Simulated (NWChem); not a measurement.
**CCSD(T)/def2-TZVP run of KLi (Lithium Potassium)**

What is the vertical singlet–triplet gap of KLi (Lithium Potassium) at CCSD(T)/def2-TZVP? 

The results are computed with NWChem 7.3.0.

4 further runs of the same task are left out: 4 set aside as unsound or not needed.

## (1) Starting point

KLi has 2 atoms, charge 0, and is taken as a singlet. SMILES: `[Li][K]`. Geometry: the measured bond length.

Bond lengths: Li1–K2 3.270 Å.

## (2) The energy at CCSD(T)/def2-TZVP

nw.nw

```
start nw
memory total 2200 mb
geometry units angstrom noautosym nocenter noautoz
Li    0.000000    0.000000    0.000000
K     0.000000    0.000000    3.270000
end
basis spherical bse
* library def2-TZVP
end
scf
thresh 1e-08
maxiter 80
print medium
end
ccsd
freeze core 5
maxiter 60
end
task ccsd(t) energy
```

On the command line:

```console
$ nwchem nw.nw > nw.out
```

Log:

```text
[...]
  functions       =    47
[...]
  wavefunction    = RHF
[...]
         Total SCF energy =   -606.584506981224
      One-electron energy =   -852.105650212676
      Two-electron energy =    236.296952652558
 Nuclear repulsion energy =      9.224190578894
        Time for solution =      2.4s
[...]
 Total MP2 energy:           -606.790978686240123
[...]
             energy      energy      error      ampl     ampl      Block
                                                time     time      time
[...]
 Total CCSD energy:           -606.815067791812339
[...]
 Total CCSD+T(CCSD) energy:           -606.818291301720251
[...]
 Total CCSD(T) energy:                -606.818206845503482
[...]
```

Wall time 11 s (1 thread of Intel Xeon Platinum 8488C (Sapphire Rapids), shared host); peak memory 0.11 GiB.

## (3) The triplet, same level

work.xyz

```xyz
2
KLi ccsd(t)
Li     0.000000     0.000000     0.000000
K      0.000000     0.000000     3.270000
```

work.nw

```
start work
title "KLi ccsd(t)"
memory 2200 mb

geometry units angstrom noautosym nocenter noautoz
load format xyz work.xyz
end

basis spherical bse
Li library def2-TZVP
K library def2-TZVP
end

scf
triplet
uhf
thresh 1e-08
maxiter 80
noprint "final vectors analysis"
end

tce
scf
ccsd(t)
freeze core 5
maxiter 60
end

task tce energy
```

On the command line:

```console
$ nwchem work.nw > work.out
```

Log:

```text
[...]
  functions       =    47
[...]
  wavefunction    = UHF
[...]
         Total SCF energy =   -606.570739584041
      One electron energy =   -851.782538426327
      Two electron energy =    235.987608263392
 Nuclear repulsion energy =      9.224190578894
                       Sz =      1.0000
                 Sz(Sz+1) =      2.0000
                      S^2 =      2.0002
[...]
         Wavefunction type : Unrestricted Hartree-Fock
          No. of electrons :    22
[...]
         Spin multiplicity : triplet
[...]
 CCSD total energy / hartree       =      -606.780775385000879
[...]
 CCSD[T] total energy / hartree       =      -606.783087579562448
[...]
 CCSD(T) total energy / hartree       =      -606.783043585156975
[...]
```

Run time: 9.9 s. Hardware: 1 thread of Intel Xeon Platinum 8488C (Sapphire Rapids), shared host; peak memory 0.23 GiB.

## (4) Outcome

Level: CCSD(T)/def2-TZVP, 5 core orbitals frozen.

| quantity | value |
| --- | --- |
| singlet: total energy | -606.81821 Eh |
| singlet: HOMO energy (Hartree–Fock orbitals) | -4.19 eV |
| singlet: LUMO energy (Hartree–Fock orbitals) | 0.15 eV |
| singlet: HOMO–LUMO gap (Hartree–Fock orbitals) | 4.34 eV |
| singlet: correlation energy (5 core orbitals frozen) | -233.7 mEh |
| singlet: (T) correction | -3.14 mEh |
| triplet: total energy | -606.78304 Eh |
| triplet: correlation energy (5 core orbitals frozen) | -212.3 mEh |
| triplet: (T) correction | -2.27 mEh |
| triplet: ⟨S²⟩ of the reference determinant | 2.000 |
| vertical energy of the triplet above the singlet | 0.957 eV |

What this shows: At this shape the triplet lies 0.96 eV (22.1 kcal/mol) above the singlet. The triples (singlet) make up 1.3 % of the correlation energy. The triples (triplet) make up 1.1 % of the correlation energy.
